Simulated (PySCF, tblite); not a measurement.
**C₉H₈N₂: geometry, infrared bands and NMR shifts**

What infrared bands and NMR shifts should C₉H₈N₂ (`C#Cc1cnnc(C=C)c1C`) show?

Computed with tblite 0.8.0 and PySCF 2.14.0, with density-fitted response routines of our own, on a single molecule in the gas phase. Atoms are numbered from 0 throughout.

## (1) Starting geometry

19 atoms, charge 0, multiplicity 1; geometry from: force field or distance geometry start.

Bonds of the start (Å): C0–C1 1.22, C1–C2 1.41, C2–C3 1.39, C3–N4 1.33, N4–N5 1.37, N5–C6 1.35, C6–C7 1.47, C7–C8 1.34, C6–C9 1.41, C9–C10 1.50, C9–C2 1.41, C0–H11 1.06, C3–H12 1.09, C7–H13 1.09, C8–H14 1.09, C8–H15 1.09, C10–H16 1.09, C10–H17 1.09, C10–H18 1.10.

## (2) Relaxing the molecule with GFN2-xTB

Job settings and geometry (Å):

```
{"job": {"kind": "relax", "xc": "GFN2-xTB", "basis": "xTB"}, "charge": 0, "multiplicity": 1}
C      2.725700    -1.677900     2.199400
C      2.079700    -0.908500     1.511000
C      1.350300     0.003400     0.714400
C      1.897600     1.256000     0.442800
N      1.281600     2.178600    -0.288000
N      0.054300     1.896000    -0.823700
C     -0.535800     0.699800    -0.604300
C     -1.855600     0.523800    -1.223900
C     -2.476600     1.441900    -1.973500
C      0.076200    -0.296900     0.178500
C     -0.588800    -1.625000     0.412500
H      3.274200    -2.354600     2.804800
H      2.863600     1.540500     0.848900
H     -2.362100    -0.428700    -1.075200
H     -3.460400     1.256400    -2.404700
H     -2.041800     2.418500    -2.162400
H     -0.756800    -2.133700    -0.534400
H     -1.542400    -1.484000     0.929900
H      0.007300    -2.296400     1.040400
```

Run with:

```
OMP_NUM_THREADS=1 python probes_run.py task.json out
```

This one command runs all jobs of the session in turn.

**Question.** This job is followed by: GFN2-xTB harmonic vibrations, gas phase; GIAO PBE0/pcSseg-1 NMR shielding, non-relativistic, gas phase. Predict these results of the whole session: strongest single infrared mode (GFN2-xTB); zero-point energy (GFN2-xTB); 13C shifts against TMS (PBE0/pcSseg-1); 1H shifts against TMS (PBE0/pcSseg-1, means over atoms taken as alike); 15N shifts against NH3 (PBE0/pcSseg-1).

**Answer**, as computed:

| quantity | value |
| --- | --- |
| strongest single infrared mode (GFN2-xTB) | 1521 cm⁻¹, 39 km/mol |
| zero-point energy (GFN2-xTB) | 88.7 kcal/mol |
| 13C shifts against TMS (PBE0/pcSseg-1) | 158.2, 155.4, 139.7, 135.6, 132.5, 125.0, 98.5, 84.3, 17.6 ppm |
| 1H shifts against TMS (PBE0/pcSseg-1, means over atoms taken as alike) | 9.33, 8.08, 7.20, 6.17, 3.33, 2.63 ppm |
| 15N shifts against NH3 (PBE0/pcSseg-1) | 452.5, 450.6 ppm |

In words: Over 31 steps the energy fell by 0.213 eV; of the close pairs, N4–N5 changed most, 1.369 to 1.295 Å. All 51 modes are real, so the xTB geometry is a minimum. The strongest single mode, at 1521 cm⁻¹, is spread over many atoms; the largest shares are those of C9, C2. GFN2-xTB is a fitted tight-binding method: band positions and strengths are rough. Its intensities can rank the bands wrongly. NICS(1)zz of -23 ppm above the planar ring from C2 marks a diatropic (aromatic) ring current.
